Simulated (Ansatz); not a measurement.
**AlGeH₅O (SMILES [AlH2][O][GeH3]): one structure at several levels**

A test off equilibrium: a structure displaced at random from a GFN2-xTB minimum is computed at several levels, and each is set against CCSD(T).

Program: Ansatz 0.2.0, Gaussian basis. Level of theory: single points in def2-TZVPP. These are calculated values, not measurements.

Correlated methods freeze the cores. Filled d shells of the heavier atoms are correlated.

**1. The system as given**

SMILES `[AlH2][O][GeH3]`, 8 atoms, charge 0, spin multiplicity 1.

Atoms are counted from 1 here; the program's logs count them from 0.

Bond lengths: Al1–O2 1.582 Å, Al1–H5 1.235 Å, O2–Ge3 1.860 Å, Ge3–H6 1.634 Å, Ge3–H7 1.497 Å, Ge3–H8 1.466 Å. Angles: O2–Al1–H5 116.3°, Al1–O2–Ge3 178.8°, O2–Ge3–H6 99.4°, O2–Ge3–H7 100.2°, O2–Ge3–H8 106.5°, H6–Ge3–H7 116.2°, H6–Ge3–H8 120.4°, H7–Ge3–H8 110.7°.

Coordinates:

```xyz
8
charge 0, multiplicity 1
Al   -1.1742    1.2487   -0.7917
O    -0.1818    0.2147   -0.1228
Ge    0.9820   -0.9820    0.6975
H    -2.0241    0.6059   -2.0963
H    -1.1771    2.3899   -0.3183
H     1.0942   -0.2793    2.1679
H     2.1764   -0.8422   -0.1937
H     0.3816   -2.3118    0.5539
```

**2. CCSD(T)/def2-TZVPP**

Contents of run/in.yaml:

```yaml
crystal:
  periodic: [false, false, false]
  atoms:
    - {symbol: Al, position_ang: [-1.174200, 1.248700, -0.791700]}
    - {symbol: O, position_ang: [-0.181800, 0.214700, -0.122800]}
    - {symbol: Ge, position_ang: [0.982000, -0.982000, 0.697500]}
    - {symbol: H, position_ang: [-2.024100, 0.605900, -2.096300]}
    - {symbol: H, position_ang: [-1.177100, 2.389900, -0.318300]}
    - {symbol: H, position_ang: [1.094200, -0.279300, 2.167900]}
    - {symbol: H, position_ang: [2.176400, -0.842200, -0.193700]}
    - {symbol: H, position_ang: [0.381600, -2.311800, 0.553900]}
basis:
  gaussian: {orbitals: def2-TZVPP}
correlation: {method: ccsd_t}
output: {forces: true}
```

The command line of these runs was not kept.

**3. PBE0-D4/def2-TZVPP**

run/in.yaml, as its differences from that of step 2:

```diff
@@ -13,3 +13,3 @@
   gaussian: {orbitals: def2-TZVPP}
-correlation: {method: ccsd_t}
-output: {forces: true}
+hamiltonian: {xc: pbe0, dispersion: d4}
+output: {forces: true, orbitals: {seedname: orbitals}}
```

**4. wB97M-V/def2-TZVPP**

run/in.yaml, as its differences from that of step 3:

```diff
@@ -13,3 +13,3 @@
   gaussian: {orbitals: def2-TZVPP}
-hamiltonian: {xc: pbe0, dispersion: d4}
-output: {forces: true, orbitals: {seedname: orbitals}}
+hamiltonian: {xc: {name: wB97M-V}}
+output: {forces: true}
```

**5. r2SCAN-D4/def2-TZVPP**

run/in.yaml, as its differences from that of step 4:

```diff
@@ -13,3 +13,3 @@
   gaussian: {orbitals: def2-TZVPP}
-hamiltonian: {xc: {name: wB97M-V}}
+hamiltonian: {xc: r2scan, dispersion: d4}
 output: {forces: true}
```

**6. PBE-D4/def2-TZVPP**

run/in.yaml, as its differences from that of step 5:

```diff
@@ -13,3 +13,3 @@
   gaussian: {orbitals: def2-TZVPP}
-hamiltonian: {xc: r2scan, dispersion: d4}
+hamiltonian: {xc: pbe, dispersion: d4}
 output: {forces: true}
```

**7. B97M-V/def2-TZVPP**

run/in.yaml, as its differences from that of step 6:

```diff
@@ -13,3 +13,3 @@
   gaussian: {orbitals: def2-TZVPP}
-hamiltonian: {xc: pbe, dispersion: d4}
+hamiltonian: {xc: {name: B97M-V}}
 output: {forces: true}
```

**8. r2SCANh-D4/def2-TZVPP**

run/in.yaml, as its differences from that of step 7:

```diff
@@ -13,3 +13,3 @@
   gaussian: {orbitals: def2-TZVPP}
-hamiltonian: {xc: {name: B97M-V}}
+hamiltonian: {xc: {name: r2SCANh}, dispersion: d4}
 output: {forces: true}
```

(Steps that only read results are left out.)

Before running it: what results should come out? Wanted: energy less free atoms, CCSD(T)/def2-TZVPP; RMS force component; RMS force error; HOMO and LUMO, PBE0-D4; T1 diagnostic.

The runs gave:

| quantity | value |
| --- | --- |
| energy less free atoms, CCSD(T)/def2-TZVPP | -2104.5 kJ/mol |
| RMS force component | 3.098 to 3.206 eV/Å over the methods |
| RMS force error | PBE0-D4 0.092, wB97M-V 0.085, r2SCAN-D4 0.073, PBE-D4 0.177, B97M-V 0.159, r2SCANh-D4 0.077 eV/Å |
| HOMO and LUMO, PBE0-D4 | -7.48 and -0.48 eV |
| T1 diagnostic | 0.013 |

Against CCSD(T) the functionals' energies less atoms differ by -88.0 to +24.3 kJ/mol, PBE-D4 by +3.2 kJ/mol. CCSD(T) in triple zeta still lacks some correlation energy of the bonds, so part of these gaps is its own basis error and they don't rank the functionals. The forces of r2SCAN-D4 come nearest to CCSD(T), those of PBE-D4 are farthest. Frozen-core CCSD(T) forces in triple zeta carry basis errors of their own, and this is one geometry, so small gaps rank nothing.
